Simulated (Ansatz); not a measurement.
# C2H8AlNS2: the cost of one run

Program: Ansatz 0.2.0. Level of theory: RHF/STO-3G. These are calculated values, not measurements.

**1. Starting point**

Bond lengths: C1–N2 1.528 Å, N2–C3 1.462 Å, C3–Al4 2.083 Å, C3–S5 1.799 Å, C3–S6 1.858 Å, C1–H7 1.084 Å, C1–H8 1.078 Å, C1–H9 1.127 Å, N2–H10 1.022 Å, Al4–H11 1.557 Å, Al4–H12 1.577 Å, S5–H13 1.441 Å, S6–H14 1.439 Å. Angles (14 of 20 angles, heavy atoms first): C1–N2–C3 114.2°, N2–C3–Al4 115.3°, N2–C3–S5 110.5°, N2–C3–S6 111.8°, Al4–C3–S5 105.7°, Al4–C3–S6 105.5°, S5–C3–S6 107.6°, C1–N2–H10 108.3°, C3–N2–H10 107.9°, N2–C1–H7 110.2°, N2–C1–H8 104.9°, N2–C1–H9 107.5°, C3–Al4–H11 118.5°, C3–Al4–H12 117.5°.

Coordinates:

```xyz
14

C    -0.4012   -1.6756    0.5319
N    -0.9688   -0.3253    0.0951
C     0.0345    0.7282   -0.0475
Al    1.4619    0.4048   -1.5294
S    -0.7513    2.2931   -0.4617
S     0.9961    0.9813    1.5218
H     0.3549   -2.0079   -0.1703
H    -1.2452   -2.3465    0.5224
H    -0.0422   -1.5646    1.5942
H    -1.4265   -0.4477   -0.8108
H     2.3280   -0.8877   -1.4591
H     1.5157    1.4328   -2.7236
H    -1.6774    2.2716    0.6421
H    -0.1916    1.1143    2.3238
```

**2. Relaxing the start**

File input.yaml:

```yaml
crystal:
  periodic: [false, false, false]
  atoms:
    - { symbol: C, position_ang: [-0.4012, -1.6756, 0.5319] }
    - { symbol: "N", position_ang: [-0.9688, -0.3253, 0.0951] }
    - { symbol: C, position_ang: [0.0345, 0.7282, -0.0475] }
    - { symbol: Al, position_ang: [1.4619, 0.4048, -1.5294] }
    - { symbol: S, position_ang: [-0.7513, 2.2931, -0.4617] }
    - { symbol: S, position_ang: [0.9961, 0.9813, 1.5218] }
    - { symbol: H, position_ang: [0.3549, -2.0079, -0.1703] }
    - { symbol: H, position_ang: [-1.2452, -2.3465, 0.5224] }
    - { symbol: H, position_ang: [-0.0422, -1.5646, 1.5942] }
    - { symbol: H, position_ang: [-1.4265, -0.4477, -0.8108] }
    - { symbol: H, position_ang: [2.328, -0.8877, -1.4591] }
    - { symbol: H, position_ang: [1.5157, 1.4328, -2.7236] }
    - { symbol: H, position_ang: [-1.6774, 2.2716, 0.6421] }
    - { symbol: H, position_ang: [-0.1916, 1.1143, 2.3238] }
basis:
  gaussian: { orbitals: STO-3G }
hamiltonian:
  xc: hf
relax:
  f_tol: 0.02
  max_steps: 40
scf:
  lower_state_search: "off"
output:
  orbitals: {}
```

The run is started by

```
$ ansatz run input.yaml --threads 1 --pin off --max-ram 2048MiB --backend cpu --events-out ev --progress --plain --runs-dir out
```

**Question.** How long does this run take on 1 thread of AMD EPYC, shared host, and how much memory does it need?

About 2.8 min, with a peak of 0.17 GiB.
